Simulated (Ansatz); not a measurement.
**CH₂Ga (quartet): from Hartree-Fock to the top rungs, cc-pVTZ**

How much of the correlation energy of CH₂Ga (quartet) does each wave-function method recover here?

Program: Ansatz 0.2.0, Gaussian basis. Level of theory: cc-pVTZ, core rule «outside noble gas», up to 15 orbitals frozen. These are calculated values, not measurements.

Plan: UHF; CCSD(T) on ROHF; CCSD(T) on UHF; BCCD(T) on ROHF; CCSDT(Q) on ROHF; CCSDT(Q) on UHF; CASSCF and MRCISD+Q, 9 electrons in 10 orbitals; CASSCF and NEVPT2, 9 electrons in 10 orbitals.

8 further runs of the same task are left out: 3 for a known fault of the program, 5 set aside as unsound or not needed.

## Step 1: The system

The geometry is a PBE0/def2-TZVP stationary point (not a proven minimum). No spin-orbit coupling is included. The filled d shell of Ga may be among the frozen orbitals whatever the setting's name suggests; the logs give the count.

4 atoms, charge 0, spin multiplicity 4.

Atoms are counted from 1 here; the program's logs count them from 0.

Bond lengths: C1–Ga2 1.951 Å, Ga2–H3 1.561 Å, Ga2–H4 1.561 Å. Angles: C1–Ga2–H3 115.9°, C1–Ga2–H4 115.9°, H3–Ga2–H4 128.2°.

## Step 2: UHF

The input, in.yaml:

```yaml
crystal:
  periodic: [false, false, false]
  atoms:
    - {symbol: C, position_ang: [0.000000, 0.000000, 1.687532]}
    - {symbol: Ga, position_ang: [0.000000, 0.000000, -0.263371]}
    - {symbol: H, position_ang: [0.000000, -1.404653, -0.945221]}
    - {symbol: H, position_ang: [0.000000, 1.404653, -0.945221]}
basis:
  gaussian: {orbitals: cc-pVTZ}
magnetization: {spin_polarized: true, initial_magnetization: 3}
hamiltonian: {xc: hf}
output: {orbitals: {seedname: orbitals}}
```

Launch:

```sh
ansatz run in.yaml --threads 1 --pin off --events-out ev --progress --plain --max-ram 2560MiB --backend cpu
```

Further steps of the session: CCSD(T) on ROHF; CCSD(T) on UHF; BCCD(T) on ROHF; CCSDT(Q) on ROHF; CCSDT(Q) on UHF; CASSCF and MRCISD+Q, 9 electrons in 10 orbitals; CASSCF and NEVPT2, 9 electrons in 10 orbitals.

Before running them: what should the planned runs give, taken together? Wanted: UCCSDT(Q) below the RHF energy; RMP2 from UCCSDT(Q); UMP2 from UCCSDT(Q); RCCSD from UCCSDT(Q); RCCSD(T) from UCCSDT(Q); UCCSD(T) from UCCSDT(Q); RCCSDT(Q) from UCCSDT(Q); NEVPT2 valence from UCCSDT(Q); MRCISD+Q valence from UCCSDT(Q).

The runs gave:

```
                         quantity                                                                     value
   UCCSDT(Q) below the RHF energy                                                                -5.2496 eV
              RMP2 from UCCSDT(Q)                                                             +101.3 kJ/mol
              UMP2 from UCCSDT(Q)                                                             +100.6 kJ/mol
             RCCSD from UCCSDT(Q)                                                              +18.4 kJ/mol
          RCCSD(T) from UCCSDT(Q)                                                               +3.8 kJ/mol
          UCCSD(T) from UCCSDT(Q)                                                               +3.5 kJ/mol
         RCCSDT(Q) from UCCSDT(Q)                                                               +0.3 kJ/mol
    NEVPT2 valence from UCCSDT(Q)                                                              +87.8 kJ/mol
  MRCISD+Q valence from UCCSDT(Q)                                                               +3.4 kJ/mol
levels within 1 kcal/mol (43 meV)  RCCSD(T), UCCSD(T), BCCD(T), RCCSDT, UCCSDT, RCCSDT(Q), MRCISD+Q valence
                    T1 diagnostic                                                                     0.025
   effectively unpaired electrons                                                                      3.02
```

In words: RCCSD(T) lands +3.8 kJ/mol from the yardstick (0.8 % of the correlation energy). One determinant dominates. Of the multireference levels listed MRCISD+Q valence comes nearest in total energy (+3.4 kJ/mol), which doesn't show that its space is the better one. These misses are within one basis, not against nature; the frozen cores of restricted and unrestricted runs differ, which can shift their rows.
